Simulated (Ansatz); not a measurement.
**SrAl3 (AuCu3 type): other levels of theory at one geometry**

Aim: keep the cell of SrAl3 (AuCu3 type) fixed and change the level of theory, to see how the gap and the pressure move. This structure was made by substitution into a known type, so it needn't be the compound's stable form.

Computed with Ansatz 0.2.0 (DFT at several levels, plane waves, PAW, unless a step's input says otherwise).

### Step 1. Starting point

The structure is cubic, space group Pm-3m (No. 221). Conventional cell: a = 4.474 Å, b = 4.474 Å, c = 4.474 Å, α = 90.00°, β = 90.00°, γ = 90.00°. Sr (site symmetry m-3m) has 12 Al at 3.16 Å in its first shell of neighbours. Al (site symmetry 4/mmm) has 4 Sr at 3.16 Å and 8 Al at 3.16 Å in its first shell of neighbours.

Structure file:

```xyz
4
Lattice="4.4737 0.0000 0.0000 0.0000 4.4737 0.0000 0.0000 0.0000 4.4737" Properties=species:S:1:pos:R:3 pbc="T T T"
Sr    0.0000    0.0000    0.0000
Al    0.0000    2.2369    2.2369
Al    2.2369    2.2369    0.0000
Al    2.2369    0.0000    2.2369
```

An earlier run at PBE left this cell at 22.384 Å³/atom and -0.04 GPa (8×8×8 mesh), a metal on this mesh.

Levels to run: PBE+SOC; r²SCAN; PBEsol; LDA. Hardware: 2 threads of Arm Neoverse N1, shared host.

### Step 2. PBE+SOC

Contents of input.yaml:

```yaml
crystal:
  lattice:
    - [4.4737020881, 0.0, 0.0]
    - [0.0, 4.4737020881, 0.0]
    - [0.0, 0.0, 4.4737020881]
  atoms:
    - { symbol: Sr, position: [0.0, 0.0, 0.0] }
    - { symbol: Al, position: [0.0, 0.5, 0.5] }
    - { symbol: Al, position: [0.5, 0.5, 0.0] }
    - { symbol: Al, position: [0.5, 0.0, 0.5] }
basis:
  ecutwfc: 420
  ecutrho_ratio: 4
kpoints:
  mp_grid: { grid: [8, 8, 8] }
hamiltonian:
  xc: pbe
scf:
  occupations: { method: gaussian, width: 0.05 }
output:
  forces: true
  stress: true
  eigenvalues: true
  populations: true
  dos: { projected: true, de: 0.02 }
  write_density: true
  write_potential: true
  elf: true
  volumetric_format: npy
magnetization:
  noncollinear: true
  spin_orbit: true
```

Run with:

```sh
> ansatz run input.yaml --threads 2 --pin off --max-ram 2662MiB --backend cpu --events-out ev --progress --plain --runs-dir out
```

Further steps of the session: r²SCAN; PBEsol; LDA.

**Question.** What will these runs give? Wanted: for each run, pressure.

The runs gave:

| level | mesh | gap on the mesh (eV) | pressure (GPa) | time |
| --- | --- | --- | --- | --- |
| PBE | 8×8×8 | metal | 0.0 | 23 s* |
| LDA | 8×8×8 | metal | -3.1 | 3 s |
| PBEsol | 8×8×8 | metal | -1.8 | 3 s |
| PBE+SOC | 8×8×8 | metal | 0.0 | 21 s* |
| r²SCAN | 8×8×8 | metal | -0.4 | 9.7 s |

Times are on 2 threads of Arm Neoverse N1, shared host. * Includes bands or densities of states.

The pressure runs from -3.1 GPa (LDA) to 0.0 GPa (PBE); a negative pressure means that level wants a smaller cell, a positive one a larger cell. Every level gives a metal. Total energies of different levels have different zeros and can't be compared.
